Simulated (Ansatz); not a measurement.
**AlPt (P2_13): relaxation of cell and ions**

What cell does AlPt (P2_13) relax to? The task is a relaxation of cell and ions, for AlPt (P2_13).

Computed with Ansatz 0.2.0, driven from Python. Level of theory: DFT r2SCAN, plane waves, PAW.

## 1. The system

The structure is cubic, space group P2_13 (No. 198). The conventional cell has a = 4.879 Å, b = 4.879 Å, c = 4.879 Å, α = 90.00°, β = 90.00°, γ = 90.00°. Around Al (site symmetry 3) lie 7 Pt at 2.60 to 2.63 Å. Pt (site symmetry 3) is surrounded by 7 Al at 2.60 to 2.63 Å.

No structure file is read: the coordinates are typed or built in the script.

## 2. Script

The input, run_vcrelax.py:

```python
# -*- coding: utf-8 -*-
import argparse

import ansatz as az
import matplotlib.pyplot as plt
import numpy as np

parser = argparse.ArgumentParser(description='Variable-cell relaxation of AlPt.')
parser.add_argument('--ecut', type=float, default=500.0, help='plane-wave cutoff (eV)')
parser.add_argument('--k-length', type=int, required=True, help='k-point sampling')
parser.add_argument('--filling', default='fermi_dirac', help='how the bands are filled')
parser.add_argument('--width-ev', type=float, required=True, help='smearing width (eV)')
args = parser.parse_args()

def edges_and_angles(cell):
    cell = np.asarray(cell)
    a, b, c = np.linalg.norm(cell, axis=1)
    cosines = cell[1] @ cell[2] / (b * c), cell[0] @ cell[2] / (a * c), cell[0] @ cell[1] / (a * b)
    return (a, b, c, *np.degrees(np.arccos(cosines)))

crystal = (
    az.Lattice.cubic(4.87893)
    .space_group(198)
    .atom('Al', (0.84403, 0.84403, 0.84403))
    .atom('Pt', (0.15506, 0.15506, 0.15506))
)

calculation = crystal.calculation()
calculation = calculation.functional(az.Functional.R2SCAN)
calculation = calculation.basis(args.ecut)
calculation = calculation.kpoints(length=args.k_length)
calculation = calculation.occupations(args.filling, width=args.width_ev)
calculation = calculation.relax(max_steps=60, cell=True).density()
steps = []


def follow(event):
    if event['event'] != 'relax_step':
        return
    row = event['data']
    steps.append(row)
    print(f'step {row["step"]:3d}  E = {row["lagrangian_ev"]:.5f} eV  largest force component = {row["allowed_force_max_ev_ang"]:.4f} eV/A  P = {row["pressure_gpa"]:.3f} GPa')


outcome = calculation.session().plan(threads=1).execute(on_event=follow)
data = outcome.report

first, last = steps[0], steps[-1]
symbols = [site.symbol for site in outcome.lattice.sites]
print(f'energy gained {first["lagrangian_ev"] - last["lagrangian_ev"]:.4f} eV in {len(steps) - 1} steps')
for label, vectors in (('before', first['cell_ang']), ('after', outcome.lattice.cell_ang)):
    print(label, 'a b c (A) {:.4f} {:.4f} {:.4f}  angles {:.2f} {:.2f} {:.2f}'.format(*edges_and_angles(vectors)), f' V = {abs(np.linalg.det(vectors)):.3f} A^3')
print('final stress xx yy zz (GPa, compression positive):', np.round(np.diag(data['stress_gpa']), 3) + 0.0)

print('atom   start x y z (A)              end x y z (A)')
for symbol, a, b in zip(symbols, first['positions_ang'], last['positions_ang']):
    print(f'{symbol:3s}', ' '.join(f'{v:8.4f}' for v in a), '  ', ' '.join(f'{v:8.4f}' for v in b))

print('relaxed fractional positions')
for site in outcome.lattice.sites:
    print(f'  {site.symbol:2s}', ' '.join(f'{v % 1:8.5f}' for v in np.round(site.position_frac, 5)))

fig, (top, bottom) = plt.subplots(2, 1, sharex=True, figsize=(4.5, 4))
top.plot([s['lagrangian_ev'] - last['lagrangian_ev'] for s in steps], 'o-')
top.set_ylabel('E - E(final) (eV)')
bottom.semilogy([max(s['allowed_force_max_ev_ang'], 1e-6) for s in steps], 's-')
bottom.set(xlabel='step', ylabel='largest force (eV/A)')
fig.tight_layout()
fig.savefig('relax.png', dpi=100)

print('%-22s %14.5f eV' % ('F = E - TS', data['free_energy_ev']))
print('%-22s %14.5f eV' % ('E', data['internal_energy_ev']))
print('%-22s %14.5f eV' % ('Harris-Foulkes', data['harris_foulkes_ev']))
print('%-22s %14.5f eV' % ('Fermi level', data['fermi_energy_ev']))

field = sum(channel.density_e_per_ang3 for channel in outcome.density().channels[:2])
fig, ax = plt.subplots(figsize=(4, 3.4))
shown = ax.imshow(np.log10(np.clip(field[:, :, 0].T, 1e-3, None)), origin='lower', extent=(0, 1, 0, 1))
fig.colorbar(shown, label='log10 density (e/A^3)')
ax.set(xlabel='fraction of grid vector 1', ylabel='fraction of grid vector 2')
fig.savefig('density_plane.png', dpi=100)
print(f'plane through the origin: {field[:, :, 0].min():.4f} to {field[:, :, 0].max():.4f} e/A^3')
```

## 3. Launch

On the command line:

```console
$ python run_vcrelax.py --k-length 25 --width-ev 0.1
```

Q: Predict the main results. Wanted: free energy; moves of the relaxation; energy gained; last largest force component.

As calculated:

| quantity | value |
| --- | --- |
| free energy | -52317.7054 eV (-6539.7132 eV/atom) |
| moves of the relaxation | 0 |
| energy gained | 0.0 meV/atom |
| last largest force component | 0.0049 eV/Å |

The relaxation took 0 moves; the largest shift is 0.000 Å. The start was already close to the minimum. Caveats:
- No spin polarisation was allowed.
- For a metal this k-point mesh is coarse: on a finer one energies can move by several to tens of meV an atom and pressures by half a GPa or more, differences at one mesh by less.
- The zero of the levels is a convention of the potentials, so an absolute Fermi energy is no work function.
- Energies along a relaxation are free energies. Rows at an unchanged volume are solved on a plane-wave basis chosen afresh for that cell, so the energy jumps there and such rows are no steps of the walk.
- Spin-orbit coupling, which matters for elements this heavy, is left out.
- Grid values close to the nuclei reflect the PAW or pseudopotential construction, not the all-electron fields.
- This cell is a computed structure, which may not be the phase found in nature.
